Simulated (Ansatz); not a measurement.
Na3Al, space group Fm-3m: a check of PAW against all-electron LAPW, run with Ansatz's Python interface.

`paw_lapw.py`:
```python
# -*- coding: utf-8 -*-
"""PAW against all-electron LAPW for Na3Al."""

import ansatz as az
import numpy as np


def count_gap(report):
    # lowest empty less highest filled band, counting bands; zero where they overlap
    return max(report.get("gap_by_band_count_ev") or 0.0, 0.0)

na3al = (
    az.Lattice.fcc(7.666008)
    .space_group(225)
    .atom("Na", (0.25, 0.75, 0.75))
    .atom("Na", (0.5, 0.0, 0.0))
    .atom("Al", (0.0, 0.0, 0.0))
    .primitive()
)

calculation = na3al.calculation()
calculation = calculation.functional("lda")
calculation = calculation.kpoints(5, 5, 5, center="monkhorst-pack")
calculation = calculation.occupations("gaussian")
calculation = calculation.scf(tolerance=1e-06)
calculation = calculation.stress()
calculation = calculation.forces()
calculation = calculation.band_table()
variants = {
    "PAW": calculation.pseudopotentials("paw"),
    "LAPW": calculation.pseudopotentials("all_electron", lapw=True),
}
# totals differ by the cores that each treatment holds, so compare what does not depend on them
rows = []
for label, variant in variants.items():
    summary = variant.run(threads=1).report
    levels = np.array(summary["eigenvalues_ev"][0]) - summary["fermi_energy_ev"]
    print(label, "levels at the first k-point near E_F:", np.round(levels[np.abs(levels) < 5], 3))
    rows.append((label, summary["n_electrons"], np.trace(summary["stress_gpa"]) / 3, count_gap(summary)))
print("     treatment  electrons in bands           P GPa  gap by band count eV")
for row in rows:
    print(f"{str(row[0]):>14s}  {row[1]:18.1f}  {row[2]:14.3f}  {row[3]:20.3f}")
```

How well do the two treatments of the cores agree on the pressure?

PAW gives -1.224 GPa and LAPW -1.226 GPa, 0.002 GPa apart. They took 1.2 and 3.9 s of processor time.

The output:

Output of `python paw_lapw.py`:
```text
DeckWarning: basis.ecutwfc = 420 eV, auto-derived from the records' recommended cutoffs: set by Na (normal level)
DeckWarning: scf.convergence.dr2_threshold = 1e-6 eV is looser than this run's default, which is 1e-7 eV or tighter. The error in the forces grows as the threshold's square root, so leave the key out unless less accurate forces are enough
DeckWarning: output.stress: scf.convergence.dr2_threshold = 1e-6 eV is looser than the 4e-10 eV advised for a printed stress (1e-10 eV for each atom of the cell: 4). What an SCF threshold leaves in a stress goes as its square root, and in the free energy as the threshold itself, and one threshold admits the most on a [...]
PAW levels at the first k-point near E_F: [1.153 1.153 1.153 1.496 3.271 3.271]
DeckWarning: output.stress: scf.convergence.dr2_threshold = 1e-6 eV is looser than the 1e-7 eV advised for a printed stress on datasets or a basis made for the crystal, by an estimate of what a threshold leaves in their stress. Set scf.convergence.dr2_threshold to 1e-7 eV or tighter
LAPW levels at the first k-point near E_F: [1.153 1.153 1.153 1.497 3.273 3.273]
     treatment  electrons in bands           P GPa  gap by band count eV
           PAW                30.0          -1.224                 0.000
          LAPW                38.0          -1.226                 0.000
```
(Warnings from the package without file and line, shortened.)

Reading the output:
- The settings weren't tested for convergence.
- The computed bands are complete only to about 2.8 eV above the Fermi level.
- The mesh is modest for a metal, so energies can be off by several to tens of meV an atom and pressures by half a GPa or more; differences at equal mesh fare better.
- A gap by band count of zero or less means overlapping bands, a metal.
- This cell is a computed structure, which may not be the phase found in nature.
- Gaps and levels are Kohn-Sham values on a finite set of k-points.
- Pressure is positive in compression; the treatments may keep other shells as core, so totals and counts of electrons can differ.
- Run time: 5.8 s on 1 thread of Arm Neoverse V1, with other jobs on the host, peak memory 0.4 GiB.

(A comment or docstring line of the script was reworded after the run, the code is as it ran; lines on the test bed's own set-up are left out of the output.)
